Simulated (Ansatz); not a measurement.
# CH8BNOSi: up Jacob's ladder to CCSD(T)

An exercise on one series of results from a longer session: the logs are not shown, and one member is left open.

The runs use Ansatz 0.2.0, Gaussian basis; functionals in def2-TZVPP, the program's frozen cores in correlated methods.

The runs, in order: PBE-D4, r2SCAN-D4, PBE0-D4, B3LYP-D4, ωB97X-V, ωB97M-V, B2PLYP; CCSD(T)/def2-TZVPP; MP2/def2-QZVPP; extrapolation to the limit.

**The geometry**

All runs share one geometry, relaxed beforehand with PBE0-D4 in a triple-zeta def2 set.

SMILES `BN[SiH2]OC`, 13 atoms, charge 0, spin multiplicity 1.

Atoms are counted from 1 here; the program's logs count them from 0.

Bond lengths: B1–N2 1.400 Å, B1–H6 1.198 Å, B1–H7 1.197 Å, N2–Si3 1.730 Å, N2–H8 1.011 Å, Si3–O4 1.639 Å, Si3–H9 1.482 Å, Si3–H10 1.490 Å, O4–C5 1.408 Å, C5–H11 1.095 Å, C5–H12 1.091 Å, C5–H13 1.097 Å. Angles: N2–B1–H6 119.7°, N2–B1–H7 118.9°, H6–B1–H7 121.4°, B1–N2–Si3 126.2°, B1–N2–H8 117.0°, Si3–N2–H8 116.8°, N2–Si3–O4 108.1°, N2–Si3–H9 107.5°, N2–Si3–H10 110.4°, O4–Si3–H9 112.2°, O4–Si3–H10 108.0°, H9–Si3–H10 110.6°, Si3–O4–C5 123.4°, O4–C5–H11 111.3°, O4–C5–H12 108.3°, O4–C5–H13 111.7°, H11–C5–H12 108.4°, H11–C5–H13 108.5° and more.

As a file:

```
B    -1.5776    2.0421    0.8195
N    -0.6955    0.9954    1.1144
Si    0.4931    0.3288    0.0482
O     0.0118   -1.1801   -0.3723
C     0.8480   -2.1062   -1.0254
H    -2.3639    2.4067    1.6459
H    -1.5232    2.5576   -0.2600
H    -0.7731    0.5751    2.0306
H     0.5975    1.2302   -1.1237
H     1.8069    0.2165    0.7416
H     1.0002   -1.8334   -2.0754
H     0.3685   -3.0857   -0.9895
H     1.8279   -2.1817   -0.5390
```

Set-up of the first run:

Input file in.yaml:

```yaml
crystal:
  periodic: [false, false, false]
  atoms:
    - {symbol: B, position_ang: [-1.577629, 2.042095, 0.819472]}
    - {symbol: N, position_ang: [-0.695480, 0.995366, 1.114401]}
    - {symbol: Si, position_ang: [0.493132, 0.328843, 0.048211]}
    - {symbol: O, position_ang: [0.011806, -1.180085, -0.372309]}
    - {symbol: C, position_ang: [0.847971, -2.106157, -1.025371]}
    - {symbol: H, position_ang: [-2.363938, 2.406656, 1.645863]}
    - {symbol: H, position_ang: [-1.523242, 2.557589, -0.259985]}
    - {symbol: H, position_ang: [-0.773120, 0.575128, 2.030630]}
    - {symbol: H, position_ang: [0.597524, 1.230222, -1.123653]}
    - {symbol: H, position_ang: [1.806902, 0.216547, 0.741626]}
    - {symbol: H, position_ang: [1.000179, -1.833446, -2.075358]}
    - {symbol: H, position_ang: [0.368480, -3.085698, -0.989543]}
    - {symbol: H, position_ang: [1.827916, -2.181656, -0.538987]}
basis:
  gaussian: {orbitals: def2-TZVPP}
hamiltonian: {xc: pbe, dispersion: d4}
output: {forces: true, orbitals: {seedname: orbitals}}
```

Run with:

```
$ ansatz run in.yaml --threads 4 --pin off --events-out ev --progress --plain --max-ram 10444MiB
```

Steps of the session up to this table: PBE-D4 (GGA); r2SCAN-D4 (meta-GGA); PBE0-D4 (hybrid); B3LYP-D4 (hybrid); ωB97X-V (range-separated); ωB97M-V (range-separated); B2PLYP (double hybrid); CCSD(T) in def2-TZVPP; MP2 in def2-QZVPP.

One of the session's tables, all rows but one given; the rest of the session is left out.

| method | atomisation energy (kJ/mol) |
| --- | --- |
| PBE-D4 | 4839.8 |
| r2SCAN-D4 | 4792.0 |
| PBE0-D4 | 4773.2 |
| B3LYP-D4 | 4809.9 |
| ωB97X-V | 4812.5 |
| ωB97M-V | 4814.6 |
| B2PLYP | 4755.2 |
| HF/def2-TZVPP | 3557.2 |
| MP2/def2-TZVPP | 4724.6 |
| CCSD/def2-TZVPP | ? |
| CCSD(T)/def2-TZVPP | 4667.3 |
| MP2/CBS | 4848.2 |
| CCSD(T)/CBS | 4791.0 |

**Question.** Estimate the row for CCSD/def2-TZVPP.

As computed: atomisation energy (kJ/mol): 4610.3. In the column «atomisation energy (kJ/mol)» it lies between HF/def2-TZVPP (3557.2) and CCSD(T)/def2-TZVPP (4667.3).

Limits of these values: Free atoms (1 B, 1 N, 1 Si, 1 O, 1 C, 8 H) were run apart at each level; the atomisation energy is their sum less the molecule, without zero-point or spin-orbit terms.
